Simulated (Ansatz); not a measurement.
# Cl3Si: geometry optimisation from a Python script

What geometry does Cl3Si take? Aim: a geometry optimisation, for Cl3Si, run from a script. SMILES: Cl[Si](Cl)Cl.

Program: Ansatz 0.2.0, driven from Python. Level of theory: r2SCAN/cc-pVDZ. These are calculated values, not measurements.

## (1) The system

Bond lengths: Cl1–Si2 2.025 Å, Si2–Cl3 2.026 Å, Si2–Cl4 2.025 Å. Angles: Cl1–Si2–Cl3 109.6°, Cl1–Si2–Cl4 109.7°, Cl3–Si2–Cl4 109.8°.

No structure file is read: the coordinates are typed or built in the script.

## (2) The code

opt.py reads:

```python
"""Relax the Cl3Si molecule."""

import ansatz as az
from ase import Atoms
import numpy as np
import pandas as pd

atoms = Atoms(["Cl", "Si", "Cl", "Cl"], positions=[
    (-1.51288, -0.58591, 1.02461),
    (0.11383, 0.38108, 0.30279),
    (1.68347, -0.89652, 0.22044),
    (-0.28442, 1.10136, -1.54785),
])
mol = az.Crystal.molecule_from_ase(atoms)

calc = (
    mol.calculation()
    .basis(gaussian="cc-pVDZ")
    .functional("r2scan")
    .spin("collinear", total=1)
)
symbols = [site.symbol for site in mol.cartesian_sites]
start = np.array([site.position_ang for site in mol.cartesian_sites], dtype=float)
def progress(event):
    if event["event"] == "relax_step":
        row = event["data"]
        print(f"step {row['step']:3d}  E = {row['lagrangian_ev']:.6f} eV  largest force component {row['allowed_force_max_ev_ang']:.4f} eV/A")


summary = calc.relax(force_tolerance=0.02).session().plan().execute(on_event=progress).report
end = np.array(summary["positions_ang"])

print("reference energy %16.6f eV" % summary["reference_energy_ev"])
print("total energy     %16.6f eV" % summary["free_energy_ev"])
print("occupied orbitals outside the frozen core (up, down):", summary["n_occupied"], " frozen:", summary["n_frozen"], " virtual:", summary["n_virtual"])

print("final positions (A) and the move of each atom")
for symbol, xyz, old in zip(symbols, end, start):
    print(f"{symbol:2s} {xyz[0]:10.5f} {xyz[1]:10.5f} {xyz[2]:10.5f}   {np.linalg.norm(xyz - old):7.4f}")

charges = summary["charge_distribution"]
table = pd.DataFrame({"atom": symbols, "mulliken": charges["mulliken_charges_e"], "lowdin": charges["lowdin_charges_e"]})
print(table.round(3).to_string())
print("dipole (e A):", np.round(charges["dipole_moment_e_ang"], 4) + 0.0)
```

## (3) Running it

Run with:

```sh
$ python opt.py
```

**Question.** What results will this script give? Wanted: total energy; dipole moment; <S²> of the mean field; moves of the relaxation; energy gained; last largest force component.

**Answer**, as computed:

| quantity | value |
| --- | --- |
| total energy | -45445.6098 eV |
| dipole moment | 0.79 D |
| <S²> of the mean field (pure state) | 0.753 (0.75) |
| moves of the relaxation | 3 |
| energy gained | 0.083 eV |
| last largest force component | 0.0017 eV/Å |

After 3 moves the largest shift is 0.045 Å. Notes:
- The end point is the stationary point reached from this start; no frequency run checks that it is a minimum, and the basis set is modest.
- The species is open-shell (spin multiplicity 2).
- The Löwdin charges here are taken after orthogonalising the functions within each atom; they differ from plain Löwdin charges, and their signs can be unphysical.
